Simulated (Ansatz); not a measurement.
# CH₃InOSe: up Jacob's ladder to CCSD(T)

Aim: compute CH₃InOSe with functionals from several rungs and with coupled cluster. The yardstick is the atomisation energy at the CCSD(T) limit.

Program: Ansatz 0.2.0, Gaussian basis. Level of theory: functionals in def2-TZVPP, the program's frozen cores in correlated methods. These are calculated values, not measurements.

The runs, in order: LDA (SPW92), PBE-D4, revPBE-D4, BLYP-D4, r2SCAN-D4, B97M-V, PBE0-D4, B3LYP-D4, r2SCANh-D4, r2SCAN0-D4, HSE06-D4, BHLYP-D4, CAM-B3LYP-D4, LC-ωPBE, ωB97X-V, ωB97M-V, B2PLYP, PBE-QIDH; CCSD(T)/def2-SVP; CCSD(T)/def2-TZVPP; MP2/def2-QZVPP; extrapolation to the limit; RPA on PBE.

### Step 1. The relaxed structure

The geometry comes from an earlier relaxation with PBE0-D4 in a triple-zeta def2 set; it is a stationary point, not always the lowest conformer. In takes the def2 core potential; no spin-orbit term is included.

7 atoms, charge 0, spin multiplicity 1.

Atoms are counted from 1 here; the program's logs count them from 0.

Bond lengths: O1–C2 1.312 Å, O1–H5 0.966 Å, C2–Se3 1.803 Å, C2–In4 2.199 Å, Se3–In4 2.816 Å, In4–H6 1.708 Å, In4–H7 1.708 Å. Angles: C2–O1–H5 109.3°, O1–C2–Se3 120.9°, O1–C2–In4 150.2°, Se3–C2–In4 88.8°, C2–Se3–In4 51.3°, C2–In4–Se3 39.8°, C2–In4–H6 113.5°, C2–In4–H7 113.5°, Se3–In4–H6 109.9°, Se3–In4–H7 109.9°, H6–In4–H7 132.6°.

### Step 2. LDA

This LDA is Slater exchange with PW92 correlation.

Contents of in.yaml:

```yaml
crystal:
  periodic: [false, false, false]
  atoms:
    - {symbol: O, position_ang: [1.513794, -1.085710, 0.896157]}
    - {symbol: C, position_ang: [0.378998, -0.654086, 0.399069]}
    - {symbol: Se, position_ang: [-1.117647, -1.654138, 0.501824]}
    - {symbol: In, position_ang: [-0.781210, 0.895354, -0.644764]}
    - {symbol: H, position_ang: [2.199751, -0.421830, 0.749720]}
    - {symbol: H, position_ang: [-1.415193, 2.089630, 0.398816]}
    - {symbol: H, position_ang: [-0.717194, 0.762781, -2.346422]}
basis:
  gaussian: {orbitals: def2-TZVPP}
hamiltonian: {xc: lda}
output: {orbitals: {seedname: orbitals}}
```

After this run come: PBE-D4 (GGA); revPBE-D4 (GGA); BLYP-D4 (GGA); r2SCAN-D4 (meta-GGA); B97M-V (meta-GGA); PBE0-D4 (hybrid); B3LYP-D4 (hybrid); r2SCANh-D4 (hybrid); r2SCAN0-D4 (hybrid); HSE06-D4 (hybrid); BHLYP-D4 (hybrid); CAM-B3LYP-D4 (range-separated); LC-ωPBE (range-separated); ωB97X-V (range-separated); ωB97M-V (range-separated); B2PLYP (double hybrid); PBE-QIDH (double hybrid); CCSD(T) in def2-SVP; CCSD(T) in def2-TZVPP; MP2 in def2-QZVPP; RPA on PBE orbitals.

Q: Predict the results of all the runs planned. Wanted: atomisation energy, CCSD(T)/CBS; farthest beyond LDA; mean size of error, GGA; mean size of error, meta-GGA; mean size of error, hybrid; mean size of error, range-separated; mean size of error, double hybrid; gap, smallest and largest; T1 diagnostic.

The runs gave:

```
                               quantity                                          value
        atomisation energy, CCSD(T)/CBS                                      21.210 eV
    functionals within 0.212 eV (1.0 %)  r2SCAN-D4, B97M-V, HSE06-D4, ωB97X-V, ωB97M-V
                    farthest beyond LDA                           BHLYP-D4 (-1.486 eV)
                mean size of error, GGA                                       0.345 eV
           mean size of error, meta-GGA                                       0.031 eV
             mean size of error, hybrid                                       0.543 eV
    mean size of error, range-separated                                       0.273 eV
      mean size of error, double hybrid                                       0.537 eV
              gap, smallest and largest       2.76 eV (LDA (SPW92)), 9.46 eV (LC-ωPBE)
                          T1 diagnostic                                         0.0186
triples share of the correlation energy                                          4.1 %
```

In words: LDA overbinds by 4.223 eV (20 %). PBE-D4 is off by +0.582 eV. Double hybrids carry the basis error of their MP2 part in triple zeta, and no dispersion term here, so their miss is partly the set-up's. By mean error the best rung here is meta-GGA (0.031 eV) and the worst beyond LDA is hybrid (0.543 eV). The mean of the hybrids holds BHLYP, with half exact exchange. The reference freezes the cores and leaves out spin-orbit coupling and excitations past (T), and its outer-core shells are covered unevenly, so misses under about 0.212 eV can't be ranked. All levels share the lack of spin-orbit coupling, which lowers the free heavy atoms and so the true binding. Hartree-Fock recovers 61 % of the binding; the rest is correlation. CCSD(T) in def2-SVP is off by -1.765 eV, which most functionals beat. Orbital gaps span 2.8 to 9.5 eV; exact exchange widens them. Correlated methods include outer-core shells of In, Se, which these sets cover unevenly.
